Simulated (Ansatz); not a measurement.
The system is TiCuNi2.

```xyz
4
Lattice="-1.8368 1.8368 3.5747 1.8368 -1.8368 3.5747 1.8368 1.8368 -3.5747" Properties=species:S:1:pos:R:3 pbc="T T T"
Cu    0.0000    0.0000    3.5747
Ni    1.8368    0.0000    1.7873
Ni    0.0000    1.8368    1.7873
Ti    0.0000    0.0000    0.0000
```

The cell comes from a database or a generator and needn't be the stable form of this composition.

Below is the output of Ansatz 0.2.0 for this cell. Logs are shortened: lines on timing, memory, paths and dates and some standing lists are left out, and cuts for length are marked.

```text
Warning: RAYON_NUM_THREADS=4 ignored (pool sized by the plan → 4); use --threads N
Cu: projections on atomic orbitals take those of the free atom 1s2 2s2 2p6 3s2 3p6 3d10 4s1, of charge +0.00 (hamiltonian.pseudopotentials.projection_atoms)
Ni: projections on atomic orbitals take those of the free atom 1s2 2s2 2p6 3s2 3p6 3d8 4s2, of charge +0.00 (hamiltonian.pseudopotentials.projection_atoms)
Ti: projections on atomic orbitals take those of the free atom 1s2 2s2 2p6 3s2 3p6 3d2 4s2, of charge +0.00 (hamiltonian.pseudopotentials.projection_atoms)
LAPW: plane waves up to 8.742 Å⁻¹, error target 1.0e-3 eV per atom; small_component_spin mean_spin; Ti in spheres of 1.285 Å, 12 of its electrons in bands, Dirac shells []; Ni in spheres of 1.278 Å, 18 of its electrons in bands, Dirac shells []; Cu in spheres of 1.285 Å, 19 of its electrons in bands, Dirac shells [] (how accurate: hamiltonian.pseudopotentials.lapw.basis_error, Limitations)
Engine: ansatz 0.2.0, aarch64-unknown-linux-gnu
Pseudopotentials: kind: all_electron
Pseudopotential: Cu, LAPW, valence charge 19, lapw/all_electron/scalar/gaussian/Cu, Koelling and Harmon's equation, gaussian nucleus
Pseudopotential: Ni, LAPW, valence charge 18, lapw/all_electron/scalar/gaussian/Ni, Koelling and Harmon's equation, gaussian nucleus
Pseudopotential: Ti, LAPW, valence charge 12, lapw/all_electron/scalar/gaussian/Ti, Koelling and Harmon's equation, gaussian nucleus
Functional definition: PBEsol
  exchange = pbesol_x
  correlation = pbesol_c
Crystal: 4 atoms, lattice volume = 48.240 Å³
Basis set: ecut = 291.17310255484216 eV, 541 PW (Γ), FFT grids on a1+a3, a2+a3, a3, exchange–correlation at level 2
Bands: 43, of which v1, the nominal top of the filled ones, is band 34 counted from 1 (33 counted from 0)
[... 56 lines left out ...]
  E_atoms      = -150874.605737  (free atoms, spherical and without spin; not in F)
  Σ components = -150903.186196   (vs F -150903.186196, Δ=0.00e0)
  Basis errors (estimates in eV, not in F): energy 2.1e-4 per atom: plane waves 1.7e-4 (8.6e-5 summed), levels above the bands 1.1e-80, relativity 8.1e-9, radial functions 3.9e-5, core shells 7.8e-7; eigenvalues (radial functions only) 7.5e-7; not estimated: angular momenta, meshes, grids; target (lapw.basis_error) 1.0e-3; muffin-tin radii Ti 1.285 Å, Ni 1.278 Å, Cu 1.285 Å
--- Forces (eV/Å), atoms counted from 1 ---
  atom   1  Cu     0.00000000    -0.00000000     0.00000000
  atom   2  Ni     0.00000000     0.00000000     0.00000000
  atom   3  Ni     0.00000000     0.00000000     0.00000000
  atom   4  Ti    -0.00000000     0.00000000    -0.00000000
  max |Σ_I F_I| component: 3.47e-17 eV/Å
--- Stress (GPa, compression-positive) ---
       -6.479744      -0.000000       0.000000
       -0.000000      -6.479744       0.000000
        0.000000       0.000000      -7.221797
  P = ⅓ Tr σ = -6.7271 GPa (-67.271 kbar)
--- Band table (eV; the first three rows and the last of 204) ---
  k-point 0 ↑: bands = ["-95.3866", "-85.6150", "-85.6023", "-52.9485", "-52.9485", "-52.8044", "-46.1841", "-46.1718", "-46.1687", "-46.1687", "-46.1022", "-46.1022", "-39.4964", "-15.8769", "-15.8769", "-15.8334", "8.6867", "12.7086", "13.1128", "13.1266", "13.7779", "13.7779", "14.0282", "14.6646", "14.6646", "14.8883", "15.2988", "15.6329", "15.6329", "16.0570", "16.3976", "16.9809", "17.8138", "18.1963", "18.1963", "18.5350", "19.4457", "19.9601", "24.5878", "24.5878", "25.5903", "25.5903", "26.1924"]
  k-point 1 ↑: bands = ["-95.3866", "-85.6144", "-85.6029", "-52.9485", "-52.9485", "-52.8044", "-46.1835", "-46.1725", "-46.1694", "-46.1618", "-46.1094", "-46.1017", "-39.4958", "-15.8817", "-15.8798", "-15.8334", "8.9348", "12.8314", "13.1930", "13.2281", "13.6770", "13.8172", "14.1228", "14.4818", "14.7452", "14.9574", "15.2993", "15.5802", "15.5929", "16.0441", "16.3459", "16.7839", "17.5652", "17.6820", "18.1928", "18.5422", "19.1600", "20.8718", "23.9108", "24.0556", "24.2030", "24.7401", "27.3015"]
  k-point 2 ↑: bands = ["-95.3866", "-85.6128", "-85.6044", "-52.9487", "-52.9486", "-52.8044", "-46.1818", "-46.1741", "-46.1712", "-46.1437", "-46.1281", "-46.1002", "-39.4942", "-15.8931", "-15.8875", "-15.8332", "9.6483", "13.1377", "13.3704", "13.4048", "13.4975", "13.8879", "14.0561", "14.3990", "14.9791", "15.0713", "15.2641", "15.4282", "15.5294", "15.8876", "16.2125", "16.5051", "16.8127", "17.3859", "18.1496", "18.3917", "18.7725", "21.9436", "22.5418", "22.8183", "23.8095", "24.2429", "26.2999"]
  k-point 101 ↓: bands = ["-95.3866", "-85.6150", "-85.6023", "-52.9485", "-52.9485", "-52.8042", "-46.1871", "-46.1706", "-46.1687", "-46.1687", "-46.1022", "-46.1022", "-39.4935", "-15.8764", "-15.8764", "-15.8471", "11.4141", "11.5311", "12.3725", "13.0238", "13.2249", "13.2249", "13.6127", "14.4104", "15.2222", "15.5875", "15.5875", "15.6430", "15.9360", "15.9360", "15.9466", "16.5190", "16.9794", "18.5388", "19.2796", "19.3787", "19.3787", "19.4143", "19.4875", "19.4875", "26.6788", "26.7741", "30.0173"]
--- Löwdin populations: 4 sites ---
  site symbol       q [e]    m [muB]
     0     Cu     28.7299     0.0000
     1     Ni     27.7746    -0.0000
     2     Ni     27.7746    -0.0000
     3     Ti     21.9516     0.0000
  spilling = 0.007190 (of n_electrons = 107.000000)
```

Task: What input gives this log?

Result: Single point with PBEsol, collinear spin, ferromagnetic start. The files as run (others can give the same):

input.yaml
```yaml
crystal:
  lattice:
    - [-1.8367805, 1.8367805, 3.574671]
    - [1.8367805, -1.8367805, 3.574671]
    - [1.8367805, 1.8367805, -3.574671]
  atoms:
    - { symbol: Cu, position: [0.5, 0.5, 0.0], spin: 0.6 }
    - { symbol: Ni, position: [0.25, 0.75, 0.5], spin: 1.0 }
    - { symbol: Ni, position: [0.75, 0.25, 0.5], spin: 1.0 }
    - { symbol: Ti, position: [0.0, 0.0, 0.0], spin: 1.0 }
kpoints:
  mp_grid: { grid: [10, 10, 10] }
scf:
  occupations: { method: fermi_dirac, width: 0.05 }
hamiltonian:
  xc: pbesol
  pseudopotentials: { kind: all_electron, lapw: { basis_error: 0.001 } }
magnetization:
  spin_polarized: true
output:
  forces: true
  stress: true
  eigenvalues: true
  populations: true
```

Potentials or basis: all-electron LAPW, scalar-relativistic.
The run is started by
```console
$ ansatz run input.yaml --threads 4 --pin off --max-ram 12288MiB --backend cpu --events-out ev --progress --plain --runs-dir out
```

Caveat: the starting moments weren't kept.
